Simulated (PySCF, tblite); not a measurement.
# C5H5F3: dynamics, then NMR shifts on frames, part 2 of 2

tblite 0.8.0 and PySCF 2.14.0. Atoms count from 0. The steps go on from the part before.

### 5 Shielding tensors: 625 fs, PBE0/pcSseg-1

The job: settings as JSON, then the geometry in Å.

```
{"job": {"kind": "nmr", "xc": "PBE0", "basis": "pcSseg-1", "pop": false}, "charge": 0, "multiplicity": 1}
C      1.403800    -1.036000     1.895500
C      0.322200    -0.491900     1.159900
C     -0.536700    -0.224700     0.399800
C     -1.785700     0.127100    -0.291900
C     -2.968100    -0.656600     0.093300
F     -3.783200    -0.944200    -0.893200
F     -3.826800     0.041300     0.943900
F     -2.708600    -1.776500     0.743300
H      2.170000    -1.537900     1.335900
H      1.062000    -1.877200     2.542400
H      1.884800    -0.296400     2.607800
H     -1.997800     1.220600    -0.086700
H     -1.564000     0.054800    -1.386300
```

Level: GIAO PBE0/pcSseg-1 NMR shielding, non-relativistic, gas phase.

Standard output:

```text
coarse grid: 11792 points
cycle   1  E = -492.2233280961  dE =  1.322e+00  |g| = 9.278e-01  |ddm| = 3.471e+00
cycle   2  E = -492.0754512073  dE =  1.479e-01  |g| = 1.373e+00  |ddm| = 1.741e+00
cycle   3  E = -492.3732675662  dE = -2.978e-01  |g| = 1.309e-01  |ddm| = 1.049e+00
cycle   4  E = -492.3753918026  dE = -2.124e-03  |g| = 8.972e-02  |ddm| = 1.930e-01
cycle   5  E = -492.3771942263  dE = -1.802e-03  |g| = 2.398e-02  |ddm| = 7.776e-02
cycle   6  E = -492.3773237889  dE = -1.296e-04  |g| = 3.958e-03  |ddm| = 2.449e-02
cycle   7  E = -492.3773262468  dE = -2.458e-06  |g| = 1.500e-03  |ddm| = 3.860e-03
final grid: 117712 points
cycle   8  E = -492.4441582664  dE = -3.859e-05  |g| = 6.993e-03  |ddm| = 3.731e-02
cycle   9  E = -492.4441525881  dE =  5.678e-06  |g| = 9.476e-03  |ddm| = 1.219e-02
cycle  10  E = -492.4441681117  dE = -1.552e-05  |g| = 8.297e-04  |ddm| = 6.194e-03
cycle  11  E = -492.4441682428  dE = -1.312e-07  |g| = 2.006e-04  |ddm| = 8.861e-04
cycle  12  E = -492.4441682497  dE = -6.803e-09  |g| = 6.558e-05  |ddm| = 1.687e-04
cycle  13  E = -492.4441682503  dE = -6.218e-10  |g| = 2.458e-05  |ddm| = 6.554e-05
converged SCF energy = -492.4441682503

GIAO shielding tensors (ppm)
atom      isotropic    diamagn.    paramagn.     s11        s22        s33       span
  0 C      183.074     250.442     -67.368    173.586    174.523    201.113     27.528
  1 C       98.043     263.390    -165.347      6.532     20.680    266.916    260.384
  2 C      111.885     263.644    -151.759     25.658     35.816    274.180    248.522
  3 C      158.958     250.065     -91.107    141.990    154.038    180.845     38.855
  4 C       54.269     239.231    -184.962     47.960     54.698     60.149     12.190
  5 F      246.136     466.652    -220.516    172.808    243.696    321.903    149.095
  6 F      206.901     470.403    -263.502    108.899    149.026    362.779    253.881
  7 F      250.202     474.367    -224.165    173.065    259.995    317.547    144.483
  8 H       29.998      30.513      -0.515     25.159     27.657     37.178     12.018
  9 H       29.037      26.939       2.098     23.912     27.718     35.481     11.569
 10 H       29.026      26.868       2.158     23.828     26.569     36.679     12.851
 11 H       27.382      27.872      -0.489     22.534     27.182     32.431      9.897
 12 H       28.015      28.985      -0.970     22.358     28.218     33.470     11.112
```

Wall time 16 s (1 thread of Arm Neoverse V2, shared host); peak memory 0.75 GiB.

This run: δ C4 132.7, C1 88.9, C2 75.0, C3 28.0, H11 4.33, H12 3.70 ppm.

### 6 Nuclear shieldings: 800 fs, PBE0/pcSseg-1

The job: settings as JSON, then the geometry in Å.

```
{"job": {"kind": "nmr", "xc": "PBE0", "basis": "pcSseg-1", "pop": false}, "charge": 0, "multiplicity": 1}
C      1.442400    -1.237000     1.560500
C      0.165700    -0.631600     1.201800
C     -0.802800    -0.145700     0.669200
C     -2.023400     0.493200     0.092600
C     -3.200200    -0.436100     0.001900
F     -3.453700    -0.659100    -1.278800
F     -4.301700     0.208700     0.468900
F     -3.220500    -1.668300     0.526700
H      2.262300    -0.509700     1.675900
H      1.780100    -1.942600     0.737200
H      1.247300    -1.786100     2.480400
H     -2.309400     1.409200     0.584000
H     -1.768400     0.668000    -0.963100
```

With the program's defaults for keys left out, this is: GIAO PBE0/pcSseg-1 NMR shielding, non-relativistic, gas phase.

Standard output:

```text
coarse grid: 11792 points
cycle   1  E = -492.2307740079  dE =  1.205e+00  |g| = 9.138e-01  |ddm| = 3.520e+00
cycle   2  E = -492.0893534592  dE =  1.414e-01  |g| = 1.351e+00  |ddm| = 1.502e+00
cycle   3  E = -492.3746742546  dE = -2.853e-01  |g| = 1.267e-01  |ddm| = 8.726e-01
cycle   4  E = -492.3762381089  dE = -1.564e-03  |g| = 9.801e-02  |ddm| = 1.744e-01
cycle   5  E = -492.3784805003  dE = -2.242e-03  |g| = 2.095e-02  |ddm| = 7.757e-02
cycle   6  E = -492.3785809813  dE = -1.005e-04  |g| = 3.103e-03  |ddm| = 2.302e-02
cycle   7  E = -492.3785828579  dE = -1.877e-06  |g| = 9.667e-04  |ddm| = 3.499e-03
final grid: 117712 points
cycle   8  E = -492.4460255197  dE = -4.423e-05  |g| = 6.498e-03  |ddm| = 3.835e-02
cycle   9  E = -492.4460225547  dE =  2.965e-06  |g| = 8.093e-03  |ddm| = 1.215e-02
cycle  10  E = -492.4460348025  dE = -1.225e-05  |g| = 9.166e-04  |ddm| = 5.707e-03
cycle  11  E = -492.4460349404  dE = -1.379e-07  |g| = 3.127e-04  |ddm| = 1.039e-03
cycle  12  E = -492.4460349517  dE = -1.135e-08  |g| = 2.166e-04  |ddm| = 3.405e-04
cycle  13  E = -492.4460349630  dE = -1.123e-08  |g| = 2.513e-05  |ddm| = 1.637e-04
cycle  14  E = -492.4460349631  dE = -1.227e-10  |g| = 7.389e-06  |ddm| = 2.383e-05
converged SCF energy = -492.4460349631

GIAO shielding tensors (ppm)
atom      isotropic    diamagn.    paramagn.     s11        s22        s33       span
  0 C      177.962     253.741     -75.779    164.898    175.670    193.317     28.419
  1 C       94.860     268.217    -173.357      3.927     14.385    266.269    262.342
  2 C      110.448     266.023    -155.575     27.073     29.560    274.712    247.639
  3 C      153.069     247.768     -94.699    138.133    139.837    181.237     43.105
  4 C       54.105     241.014    -186.909     46.851     55.351     60.114     13.263
  5 F      222.860     471.373    -248.513    158.035    187.680    322.866    164.832
  6 F      225.847     467.069    -241.222    146.546    190.270    340.724    194.178
  7 F      251.091     473.386    -222.295    170.422    245.816    337.034    166.612
  8 H       29.258      30.142      -0.884     24.554     27.182     36.039     11.485
  9 H       28.334      30.127      -1.792     23.343     27.037     34.622     11.279
 10 H       29.511      27.205       2.306     24.018     28.042     36.473     12.456
 11 H       28.504      28.016       0.488     23.446     29.091     32.976      9.530
 12 H       27.803      30.179      -2.376     23.003     28.782     31.625      8.621
```

It took 16 s on 1 thread of Arm Neoverse V2, shared host; peak memory 0.75 GiB.

Key values: δ C4 132.8, C1 92.1, C2 76.5, C3 33.9, H12 3.91, H9 3.38 ppm.

### 7 NMR shieldings: 1000 fs, PBE0/pcSseg-1

The job: settings as JSON, then the geometry in Å.

```
{"job": {"kind": "nmr", "xc": "PBE0", "basis": "pcSseg-1", "pop": false}, "charge": 0, "multiplicity": 1}
C      1.223100    -1.738400     1.294600
C     -0.040600    -1.093000     1.091300
C     -0.975100    -0.360100     0.960500
C     -2.170100     0.329300     0.487600
C     -3.369600    -0.603500     0.337300
F     -3.328900    -1.173400    -0.922900
F     -4.503800     0.073600     0.328100
F     -3.402800    -1.644700     1.128500
H      1.980300    -0.965500     1.184700
H      1.278600    -2.598800     0.618000
H      1.369400    -2.254200     2.163400
H     -2.568900     1.059500     1.284500
H     -1.951000     0.891200    -0.384600
```

With the program's defaults for keys left out, this is: GIAO PBE0/pcSseg-1 NMR shielding, non-relativistic, gas phase.

Standard output:

```text
coarse grid: 11792 points
cycle   1  E = -492.2203626821  dE =  1.327e+00  |g| = 9.214e-01  |ddm| = 3.452e+00
cycle   2  E = -492.0784842720  dE =  1.419e-01  |g| = 1.357e+00  |ddm| = 1.562e+00
cycle   3  E = -492.3690706075  dE = -2.906e-01  |g| = 1.250e-01  |ddm| = 9.049e-01
cycle   4  E = -492.3707050672  dE = -1.634e-03  |g| = 9.163e-02  |ddm| = 1.851e-01
cycle   5  E = -492.3725942612  dE = -1.889e-03  |g| = 2.408e-02  |ddm| = 7.802e-02
cycle   6  E = -492.3727254106  dE = -1.311e-04  |g| = 4.002e-03  |ddm| = 2.402e-02
cycle   7  E = -492.3727279156  dE = -2.505e-06  |g| = 1.459e-03  |ddm| = 3.524e-03
final grid: 117712 points
cycle   8  E = -492.4405587339  dE = -4.429e-05  |g| = 6.918e-03  |ddm| = 3.495e-02
cycle   9  E = -492.4405546868  dE =  4.047e-06  |g| = 8.903e-03  |ddm| = 1.236e-02
cycle  10  E = -492.4405684998  dE = -1.381e-05  |g| = 8.974e-04  |ddm| = 6.008e-03
cycle  11  E = -492.4405686445  dE = -1.447e-07  |g| = 2.158e-04  |ddm| = 9.449e-04
cycle  12  E = -492.4405686487  dE = -4.169e-09  |g| = 1.530e-04  |ddm| = 2.388e-04
cycle  13  E = -492.4405686541  dE = -5.386e-09  |g| = 3.265e-05  |ddm| = 1.314e-04
cycle  14  E = -492.4405686543  dE = -2.182e-10  |g| = 8.579e-06  |ddm| = 2.987e-05
converged SCF energy = -492.4405686543

GIAO shielding tensors (ppm)
atom      isotropic    diamagn.    paramagn.     s11        s22        s33       span
  0 C      187.010     252.416     -65.406    174.949    178.428    207.654     32.705
  1 C       95.622     265.288    -169.666      5.365     12.626    268.874    263.510
  2 C      111.263     265.626    -154.362     26.031     32.375    275.384    249.353
  3 C      154.649     246.537     -91.889    136.561    150.666    176.720     40.159
  4 C       53.960     248.924    -194.964     50.390     53.277     58.212      7.822
  5 F      228.869     476.243    -247.374    122.641    205.146    358.821    236.181
  6 F      249.728     465.607    -215.880    173.332    249.859    325.992    152.659
  7 F      263.162     472.431    -209.269    194.321    276.003    319.163    124.841
  8 H       29.496      31.317      -1.821     23.506     28.038     36.943     13.437
  9 H       29.568      29.547       0.021     24.186     28.091     36.425     12.239
 10 H       31.684      28.652       3.032     26.972     29.133     38.947     11.975
 11 H       27.855      26.406       1.449     22.780     27.917     32.867     10.087
 12 H       28.905      31.635      -2.730     24.416     28.647     33.652      9.236
```

Wall time 16 s (1 thread of Arm Neoverse V2, shared host); peak memory 0.75 GiB.

In short: δ C4 133.0, C1 91.3, C2 75.7, C3 32.3, H11 3.86, H12 2.81 ppm.

### 8 Side by side: NMR shifts

Shifts (ppm) of some atoms, chosen among heavy atoms and hydrogens apart, with basis size and wall time:

| frame | C4 | C0 | H11 | H10 | F6 | F5 | F7 | functions | time |
| --- | --- | --- | --- | --- | --- | --- | --- | --- | --- |
| 250 fs | 136.4 | 8.8 | 3.58 | 2.60 | -73.2 | -80.1 | -83.6 | 161 | 17 s |
| 425 fs | 139.0 | 7.9 | 1.98 | 3.06 | -55.8 | -65.8 | -80.8 | 161 | 16 s |
| 625 fs | 132.7 | 3.9 | 4.33 | 2.69 | -36.0 | -75.2 | -79.3 | 161 | 16 s |
| 800 fs | 132.8 | 9.0 | 3.21 | 2.21 | -54.9 | -51.9 | -80.1 | 161 | 16 s |
| 1000 fs | 133.0 | -0.1 | 3.86 | 0.03 | -78.8 | -57.9 | -92.2 | 161 | 16 s |

### 9 What came out

This closing draws on all 2 parts.

```
                                        quantity                             value
                                      thermostat                             400 K
                   mean temperature, second half                             355 K
         mean potential energy above the minimum                           0.48 eV
  13C shifts against TMS (PBE0/pcSseg-1, 250 fs)  136.4, 91.9, 75.0, 34.2, 8.8 ppm
   1H shifts against TMS (PBE0/pcSseg-1, 250 fs)  3.58, 3.35, 3.04, 2.94, 2.60 ppm
19F shifts against CFCl3 (PBE0/pcSseg-1, 250 fs)           -73.2, -80.1, -83.6 ppm
                        range of the shift of F6                -78.8 to -36.0 ppm
```

In words: In the second half the potential energy averages 0.48 eV above the minimum; equipartition over 33 harmonic modes at 400 K would give 0.57 eV. With 13 atoms the temperature swings widely (232 to 590 K). Shifts at one fixed geometry are not the observed spectrum, which averages over the motion. Across the 5 runs the shift of F6 moves most, between -78.8 (1000 fs) and -36.0 ppm (625 fs).
